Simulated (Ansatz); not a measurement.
# CdBr2: an axial (c/a) deformation path

One table from this session's results is given with a row withheld; the runs are named, their logs left out.

The COD entry's cell or inner coordinates are ideal or old and differ from later refinements, so a difference from it is no clean test against experiment.

Method: DFT PBEsol, scalar-relativistic, plane waves, PAW, in Ansatz 0.2.0.

**The structure to begin with**

Symmetry: R-3m, No. 166, trigonal system. Conventional cell: a = 3.950 Å, b = 3.950 Å, c = 18.670 Å, α = 90.00°, β = 90.00°, γ = 120.00°. Around Cd (site symmetry -3m) lie 6 Br at 2.76 Å. Br (site symmetry 3m) is surrounded by 3 Cd at 2.76 Å.

As a file:

```
Cd Br
1.0
     1.97500    1.14027    6.22333
    -1.97500    1.14027    6.22333
     0.00000   -2.28053    6.22333
Cd Br
1 2
Direct
  0.00000 0.00000 0.00000
  0.25000 0.25000 0.25000
  0.75000 0.75000 0.75000
```

No relaxation comes first: the listed cell is the starting point.

Set-up of the first run:

At fixed volume and fractional coordinates, lengths along (0.000, 0.000, 1.000) are scaled against those across it; ρ is that ratio over its starting value.

input.yaml reads:

```yaml
crystal:
  lattice:
    - [2.0849426253, 1.2037421859, 5.58430051]
    - [-2.0849426253, 1.2037421859, 5.58430051]
    - [0.0, -2.407484372, 5.58430051]
  atoms:
    - { symbol: Cd, position: [0.0, 0.0, 0.0] }
    - { symbol: Br, position: [0.25, 0.25, 0.25] }
    - { symbol: Br, position: [0.75, 0.75, 0.75] }
basis:
  ecutwfc: 420
kpoints:
  mp_grid: { grid: [6, 6, 6] }
hamiltonian:
  xc: pbesol
scf:
  occupations: { method: gaussian, width: 0.05 }
output:
  forces: true
  stress: true
  eigenvalues: true
```

Run with:

```console
ansatz run input.yaml --threads 1 --pin off --max-ram 2560MiB --backend cpu --events-out ev --progress --plain --runs-dir out
```

Steps of the session up to this table: ρ = 0.850; At ρ = 1.200; At ρ = 0.920; Point ρ = 1.100; ρ = 0.960; ρ = 1.050; ρ = 0.800; At ρ = 1.300.

One table of the session follows, with a row left open; its other results are not shown here.

The scan, with free energies counted from the undisturbed cell:

```
    ρ  ΔE (meV/atom)  pressure (GPa)  gap on the mesh (eV)
0.800           67.9            -0.2                  1.81
0.850           37.9             0.1                  2.10
0.920           10.8             0.4                  2.46
0.960            2.8             0.5                  2.61
1.000            0.0             0.6                  2.73
1.050            3.5             0.7                  2.76
1.100           14.4             0.8                  2.69
1.200              ?               ?                     ?
1.300          129.2             1.0                  2.05
```

**Question.** Estimate the row for ρ = 1.200.

Worked estimate for «ΔE (meV/atom)». A straight line through the neighbours (1.100, 14.4) and (1.300, 129.2) gives 14.4 + (129.2 − 14.4) × (1.200 − 1.100) / (1.300 − 1.100) = 71.8; a parabola fitted to 3 rows on both sides gives 57.6.

As computed: ΔE (meV/atom): 57.8; pressure (GPa): 0.9; gap on the mesh (eV): 2.45. In «ΔE (meV/atom)» the line misses by +14.0 and the parabola by -0.2.
